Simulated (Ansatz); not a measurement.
# C6H3In: ionisation energy by level of theory

One table from this session's results is given with a row withheld; the runs are named, their logs left out.

The runs use Ansatz 0.2.0, Gaussian basis; unrestricted cation, the program's frozen cores in correlated methods.

Levels to be run: UKS PBE-D4/def2-TZVPP; UKS r2SCAN-D4/def2-TZVPP; UKS PBE0-D4/def2-TZVPP; UKS B3LYP-D4/def2-TZVPP; UKS wB97X-V/def2-TZVPP; UKS wB97M-V/def2-TZVPP; UKS B2PLYP/def2-TZVPP; UHF-CCSD(T)/def2-TZVPP; UHF-MP2/def2-QZVPP; extrapolation to the limit; then −ε(HOMO) from the neutral's earlier runs with LDA (SPW92), PBE-D4, revPBE-D4, BLYP-D4, r2SCAN-D4, B97M-V, PBE0-D4, B3LYP-D4, r2SCANh-D4, r2SCAN0-D4, HSE06-D4, BHLYP-D4, CAM-B3LYP-D4, LC-ωPBE, ωB97X-V, ωB97M-V.

### The geometry

All runs share one geometry, relaxed beforehand with PBE0-D4 in a triple-zeta def2 set. In takes the def2 core potential; no spin-orbit term is included.

SMILES `C#[C][In]([C]#C)[C]#C`, 10 atoms, charge 0, spin multiplicity 1.

Atoms are counted from 1 here; the program's logs count them from 0.

Bond lengths: C1–C2 1.208 Å, C1–H8 1.067 Å, C2–In3 2.072 Å, In3–C4 2.072 Å, In3–C6 2.072 Å, C4–C5 1.208 Å, C5–H9 1.067 Å, C6–C7 1.208 Å, C7–H10 1.067 Å. Angles: C2–C1–H8 180.0°, C1–C2–In3 180.0°, C2–In3–C4 120.0°, C2–In3–C6 120.0°, C4–In3–C6 120.0°, In3–C4–C5 180.0°, C4–C5–H9 180.0°, In3–C6–C7 180.0°, C6–C7–H10 180.0°.

The first run:

The input, in.yaml:

```yaml
crystal:
  periodic: [false, false, false]
  atoms:
    - {symbol: C, position_ang: [-0.460965, -3.115775, 0.915370]}
    - {symbol: C, position_ang: [-0.291362, -1.968218, 0.577818]}
    - {symbol: In, position_ang: [-0.000118, 0.000313, -0.000514]}
    - {symbol: C, position_ang: [1.557573, 0.485081, -1.278386]}
    - {symbol: C, position_ang: [2.465834, 0.767348, -2.023357]}
    - {symbol: C, position_ang: [-1.266478, 1.483746, 0.699578]}
    - {symbol: C, position_ang: [-2.004814, 2.348309, 1.108214]}
    - {symbol: H, position_ang: [-0.610676, -4.128818, 1.213326]}
    - {symbol: H, position_ang: [3.267639, 1.016502, -2.680991]}
    - {symbol: H, position_ang: [-2.656621, 3.111503, 1.468952]}
basis:
  gaussian: {orbitals: def2-TZVPP}
total_charge: 1
magnetization: {spin_polarized: true, initial_magnetization: 1}
hamiltonian: {xc: pbe, dispersion: d4}
```

Started as:

```console
> ansatz run in.yaml --threads 2 --pin off --events-out ev --progress --plain --max-ram 32768MiB --backend cuda --devices 0, --max-vram 18GiB
```

Steps of the session up to this table: Cation, UKS PBE-D4/def2-TZVPP; Cation, UKS r2SCAN-D4/def2-TZVPP; Cation, UKS PBE0-D4/def2-TZVPP; Cation, UKS B3LYP-D4/def2-TZVPP; Cation, UKS wB97X-V/def2-TZVPP; Cation, UKS wB97M-V/def2-TZVPP; Cation, UKS B2PLYP (frozen core)/def2-TZVPP; Cation, UHF-CCSD(T)/def2-TZVPP; Cation, UHF-MP2/def2-QZVPP.

One of the session's tables, all rows but one given; the rest of the session is left out.

Orbital estimates, from the neutral's runs:

```
  functional  −ε(HOMO) (eV)
 LDA (SPW92)           7.21
      PBE-D4           6.99
   revPBE-D4           6.91
     BLYP-D4           6.80
   r2SCAN-D4           7.21
      B97M-V           7.15
     PBE0-D4           8.20
    B3LYP-D4           7.93
  r2SCANh-D4           7.67
  r2SCAN0-D4           8.35
    HSE06-D4           7.79
    BHLYP-D4              ?
CAM-B3LYP-D4           9.56
     LC-ωPBE          11.04
     ωB97X-V          10.60
     ωB97M-V          10.48
```

**Question.** Estimate the row for BHLYP-D4.

Worked estimate for «−ε(HOMO) (eV)». Against the share of exact exchange, BLYP-D4 (0, 6.80), B3LYP-D4 (0.2, 7.93) give a slope of 5.65 per unit share; at 0.5 the line stands at 9.62.

**Answer.** −ε(HOMO) (eV): 9.22. In «−ε(HOMO) (eV)» the line misses by +0.40.
